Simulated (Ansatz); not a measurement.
**Si2W: rigid cleavage**

Aim: for Si2W, open the crystal across a (0 0 1) plane.

Computed with Ansatz 0.2.0 (DFT r2SCAN, scalar-relativistic, plane waves, PAW, unless a step's input says otherwise).

1 further run of the same task is left out (set aside as unsound or not needed). Runs told in other sessions of the task aren't counted.

### Step 1. The structure to begin with

It takes space group P6_222 (No. 180, hexagonal). The conventional cell has a = 4.580 Å, b = 4.580 Å, c = 6.609 Å, α = 90.00°, β = 90.00°, γ = 120.00°. Around Si (site symmetry 2) lie 5 Si at 2.56 to 2.67 Å and 5 W at 2.58 to 2.67 Å. W (site symmetry 222) is surrounded by 10 Si at 2.58 to 2.67 Å.

Structure file:

```cif
data_structure
_symmetry_space_group_name_H-M 'P 1'
_symmetry_Int_Tables_number 1
_cell_length_a 4.5797
_cell_length_b 4.5797
_cell_length_c 13.2183
_cell_angle_alpha 90.000
_cell_angle_beta 90.000
_cell_angle_gamma 60.000
_cell_volume 240.09
loop_
_atom_site_label
_atom_site_type_symbol
_atom_site_fract_x
_atom_site_fract_y
_atom_site_fract_z
_atom_site_occupancy
Si1 Si 0.83640 0.32719 0.25000 1
Si2 Si 0.83640 0.32719 0.75000 1
Si3 Si 0.67281 0.16360 0.41667 1
Si4 Si 0.67281 0.16360 0.91667 1
Si5 Si 0.16360 0.16360 0.08333 1
Si6 Si 0.16360 0.16360 0.58333 1
Si7 Si 0.16360 0.67281 0.25000 1
Si8 Si 0.16360 0.67281 0.75000 1
Si9 Si 0.32719 0.83640 0.41667 1
Si10 Si 0.32719 0.83640 0.91667 1
Si11 Si 0.83640 0.83640 0.08333 1
Si12 Si 0.83640 0.83640 0.58333 1
W1 W 0.50000 0.50000 0.08333 1
W2 W 0.50000 0.50000 0.58333 1
W3 W 0.00000 0.50000 0.41667 1
W4 W 0.00000 0.50000 0.91667 1
W5 W 0.50000 0.00000 0.25000 1
W6 W 0.50000 0.00000 0.75000 1
```

It goes back to an entry of the Materials Project, which need not be the stable form.

It is built from the cell relaxed beforehand with the same method (13.34 Å³/atom).

### Step 2. Zero of energy

The cell is repeated 2 times, 18 atoms in all. The reference gives a free energy of -70056.9116 eV, pressure -0.01 GPa, largest force 0.003 eV/Å and gap on the mesh 0.12 eV. It was computed beforehand with the settings of the runs below.

### Step 3. The scan: rigid cleavage

The cut lies on the cell's a–b face, a (0 0 1) plane of area 18.16 Å², between layers 2.20 Å apart (Si, W below, Si, W above); the cell is 13.2 Å thick. Vector c is lengthened by d along the normal with the atoms' Cartesian places fixed: one unrelaxed cut per cell.

### Step 4. At d = 1.00 Å

input.yaml reads:

```yaml
crystal:
  lattice:
    - [-4.5796898678, 0.0, 0.0]
    - [-2.2898449339, -3.966127767, 0.0]
    - [0.0, 0.0, 14.2183070362]
  atoms:
    - { symbol: Si, position: [0.8364048211, 0.3271903578, 0.0774878394] }
    - { symbol: Si, position: [0.8364048211, 0.3271903578, 0.5423219086] }
    - { symbol: Si, position: [0.6728096422, 0.1635951789, 0.2324325291] }
    - { symbol: Si, position: [0.6728096422, 0.1635951789, 0.6972665984] }
    - { symbol: Si, position: [0.1635951789, 0.1635951789, 0.8522112882] }
    - { symbol: Si, position: [0.1635951789, 0.1635951789, 0.3873772189] }
    - { symbol: Si, position: [0.1635951789, 0.6728096422, 0.0774878394] }
    - { symbol: Si, position: [0.1635951789, 0.6728096422, 0.5423219086] }
    - { symbol: Si, position: [0.3271903578, 0.8364048211, 0.2324325291] }
    - { symbol: Si, position: [0.3271903578, 0.8364048211, 0.6972665984] }
    - { symbol: Si, position: [0.8364048211, 0.8364048211, 0.8522112882] }
    - { symbol: Si, position: [0.8364048211, 0.8364048211, 0.3873772189] }
    - { symbol: W, position: [0.5, 0.5, 0.8522112882] }
    - { symbol: W, position: [0.5, 0.5, 0.3873772189] }
    - { symbol: W, position: [1.0, 0.5, 0.2324325291] }
    - { symbol: W, position: [1.0, 0.5, 0.6972665984] }
    - { symbol: W, position: [0.5, 1.0, 0.0774878394] }
    - { symbol: W, position: [0.5, 1.0, 0.5423219086] }
basis:
  ecutwfc: 500
kpoints:
  mp_grid: { grid: [8, 8, 3] }
hamiltonian:
  xc: r2scan
scf:
  occupations: { method: gaussian, width: 0.03 }
output:
  forces: true
  stress: true
  eigenvalues: true
```

Launch:

```console
$ ansatz run input.yaml --threads 2 --pin off --max-ram 5120MiB --backend cpu --events-out ev --progress --plain --runs-dir out
```

### Step 5. d = 3.00 Å

input.yaml reads:

```yaml
crystal:
  lattice:
    - [-4.5796898678, 0.0, 0.0]
    - [-2.2898449339, -3.966127767, 0.0]
    - [0.0, 0.0, 16.2183070362]
  atoms:
    - { symbol: Si, position: [0.8364048211, 0.3271903578, 0.0679322379] }
    - { symbol: Si, position: [0.8364048211, 0.3271903578, 0.4754441627] }
    - { symbol: Si, position: [0.6728096422, 0.1635951789, 0.2037695462] }
    - { symbol: Si, position: [0.6728096422, 0.1635951789, 0.611281471] }
    - { symbol: Si, position: [0.1635951789, 0.1635951789, 0.7471187793] }
    - { symbol: Si, position: [0.1635951789, 0.1635951789, 0.3396068544] }
    - { symbol: Si, position: [0.1635951789, 0.6728096422, 0.0679322379] }
    - { symbol: Si, position: [0.1635951789, 0.6728096422, 0.4754441627] }
    - { symbol: Si, position: [0.3271903578, 0.8364048211, 0.2037695462] }
    - { symbol: Si, position: [0.3271903578, 0.8364048211, 0.611281471] }
    - { symbol: Si, position: [0.8364048211, 0.8364048211, 0.7471187793] }
    - { symbol: Si, position: [0.8364048211, 0.8364048211, 0.3396068544] }
    - { symbol: W, position: [0.5, 0.5, 0.7471187793] }
    - { symbol: W, position: [0.5, 0.5, 0.3396068544] }
    - { symbol: W, position: [1.0, 0.5, 0.2037695462] }
    - { symbol: W, position: [1.0, 0.5, 0.611281471] }
    - { symbol: W, position: [0.5, 1.0, 0.0679322379] }
    - { symbol: W, position: [0.5, 1.0, 0.4754441627] }
basis:
  ecutwfc: 500
kpoints:
  mp_grid: { grid: [8, 8, 3] }
hamiltonian:
  xc: r2scan
scf:
  occupations: { method: gaussian, width: 0.03 }
output:
  forces: true
  stress: true
  eigenvalues: true
```

### Step 6. Point d = 0.50 Å

input.yaml reads:

```yaml
crystal:
  lattice:
    - [-4.5796898678, 0.0, 0.0]
    - [-2.2898449339, -3.966127767, 0.0]
    - [0.0, 0.0, 13.7183070362]
  atoms:
    - { symbol: Si, position: [0.8364048211, 0.3271903578, 0.0803120887] }
    - { symbol: Si, position: [0.8364048211, 0.3271903578, 0.5620882656] }
    - { symbol: Si, position: [0.6728096422, 0.1635951789, 0.2409041477] }
    - { symbol: Si, position: [0.6728096422, 0.1635951789, 0.7226803246] }
    - { symbol: Si, position: [0.1635951789, 0.1635951789, 0.8832723836] }
    - { symbol: Si, position: [0.1635951789, 0.1635951789, 0.4014962067] }
    - { symbol: Si, position: [0.1635951789, 0.6728096422, 0.0803120887] }
    - { symbol: Si, position: [0.1635951789, 0.6728096422, 0.5620882656] }
    - { symbol: Si, position: [0.3271903578, 0.8364048211, 0.2409041477] }
    - { symbol: Si, position: [0.3271903578, 0.8364048211, 0.7226803246] }
    - { symbol: Si, position: [0.8364048211, 0.8364048211, 0.8832723836] }
    - { symbol: Si, position: [0.8364048211, 0.8364048211, 0.4014962067] }
    - { symbol: W, position: [0.5, 0.5, 0.8832723836] }
    - { symbol: W, position: [0.5, 0.5, 0.4014962067] }
    - { symbol: W, position: [1.0, 0.5, 0.2409041477] }
    - { symbol: W, position: [1.0, 0.5, 0.7226803246] }
    - { symbol: W, position: [0.5, 1.0, 0.0803120887] }
    - { symbol: W, position: [0.5, 1.0, 0.5620882656] }
basis:
  ecutwfc: 500
kpoints:
  mp_grid: { grid: [8, 8, 3] }
hamiltonian:
  xc: r2scan
scf:
  occupations: { method: gaussian, width: 0.03 }
output:
  forces: true
  stress: true
  eigenvalues: true
  write_density: true
  write_potential: true
  elf: true
  volumetric_format: npy
```

(Steps that only read results are left out.)

What does the calculation give? Wanted: largest traction sampled.

The runs gave:

| quantity | value |
| --- | --- |
| energy at d = 3.00 Å | 4.67 J/m² |
| largest traction sampled | 36.9 GPa at d = 0.50 Å |

**Reading.** At the widest gap sampled, 3.00 Å, the traction is still 1.5 GPa, so 4.67 J/m² is not yet the full work of separation. The traction peaks at 36.9 GPa near 0.50 Å, an estimate of the ideal strength of rigid blocks on this coarse sampling. The gap on the mesh, 0.12 eV at the start, reads zero at d = 0.50. Spin-orbit coupling is left out for W.
